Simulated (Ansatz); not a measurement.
**BiAs (wurtzite type): how the settings move a single-point run**

How sensitive is a single-point run of BiAs (wurtzite type) to its settings? A reference run comes first, then one run with altered input.

Method: reference: DFT, PBE, PAW with Ansatz's default frozen-core files, scalar-relativistic, in Ansatz 0.2.0.

**1. The system as given**

The structure is hexagonal, space group P6_3mc (No. 186). The conventional cell has a = 5.034 Å, b = 5.034 Å, c = 6.496 Å, α = 90.00°, β = 90.00°, γ = 120.00°. As (site symmetry 3m) has 4 Bi at 2.80 to 2.94 Å as nearest neighbours. Bi (site symmetry 3m) is surrounded by 4 As at 2.80 to 2.94 Å.

Coordinates:

```
CELL_PARAMETERS angstrom
5.03427 0.00000 0.00000
-2.51713 4.35980 0.00000
0.00000 0.00000 6.49567
ATOMIC_POSITIONS crystal
As 0.33333 0.66667 0.97259
As 0.66667 0.33333 0.47259
Bi 0.33333 0.66667 0.40341
Bi 0.66667 0.33333 0.90341
```

**2. Reference**

Input file input.yaml:

```yaml
crystal:
  lattice:
    - [5.0342678755, 0.0, 0.0]
    - [-2.5171339378, 4.3598038696, 0.0]
    - [0.0, 0.0, 6.4956657388]
  atoms:
    - { symbol: As, position: [0.3333333333, 0.6666666667, -0.0274116503] }
    - { symbol: As, position: [0.6666666667, 0.3333333333, 0.4725883497] }
    - { symbol: Bi, position: [0.3333333333, 0.6666666667, 0.4034116503] }
    - { symbol: Bi, position: [0.6666666667, 0.3333333333, 0.9034116503] }
kpoints:
  mp_grid: { grid: [10, 10, 6] }
  band_path:
    path:
      - [0.0, 0.0, 0.0]
      - [0.5, 0.0, 0.0]
      - [0.3333333333, 0.3333333333, 0.0]
      - [0.0, 0.0, 0.0]
      - [0.0, 0.0, 0.5]
      - [0.5, 0.0, 0.5]
      - [0.3333333333, 0.3333333333, 0.5]
      - [0.0, 0.0, 0.5]
      - [0.5, 0.0, 0.5]
    npoints: 8
scf:
  occupations: { method: fermi_dirac, width: 0.08 }
hamiltonian:
  xc: pbe
  pseudopotentials: { kind: paw }
output:
  forces: true
  stress: true
  eigenvalues: true
  efg: { contact_densities: true }
  populations: true
  bader: true
  dos: { projected: true, de: 0.2, e_range: [-14, 8] }
  write_density: true
  write_potential: true
  elf: true
  volumetric_format: npy
```

Started as:

```
ansatz run input.yaml --threads 1 --pin off --max-ram 3072MiB --backend cpu --events-out ev --progress --plain --runs-dir out
```

**3. Changing settings: ecutwfc 600 eV**

Edit input.yaml of step 2 so:

```diff
@@ -35,7 +35,3 @@
   populations: true
-  bader: true
-  dos: { projected: true, de: 0.2, e_range: [-14, 8] }
-  write_density: true
-  write_potential: true
-  elf: true
-  volumetric_format: npy
+basis:
+  ecutwfc: "600 eV"
```

**Question.** What will these runs give? Wanted: for each run, ending; energy change; pressure; gap; force.

As calculated:

| run | ending | energy change | pressure (GPa) | gap (eV) | force (eV/Å) | cycles | time |
| --- | --- | --- | --- | --- | --- | --- | --- |
| reference | converged | 0 | 0.0 | 0.18 | 0.00 | 8 | 97 s |
| 1: ecutwfc 600 eV | converged | -1.1 meV/atom | 0.0 | 0.18 | 0.00 | 8 | 64 s |

Times don't compare one to one where runs were asked for different outputs or read a saved state (see the inputs); cycles may leave out searches for a lower state.

Residual by cycle in the longest SCF loop of each run; runs are numbered as in the table. The quantity is the density residual dr2, in eV.

```csv
cycle,reference,run 1
1,0.00534,0.00533
2,0.00199,0.00201
3,3.5e-4,3.3e-4
4,8.3e-5,8.8e-5
5,1.8e-5,2.0e-5
6,2.5e-6,2.6e-6
7,3.4e-7,3.5e-7
8,1.3e-8,1.3e-8
```

What this shows: Changing the cutoff moves the energy by -1.1 meV/atom. The gap of the reference lacks spin-orbit coupling, though the cell holds Bi.
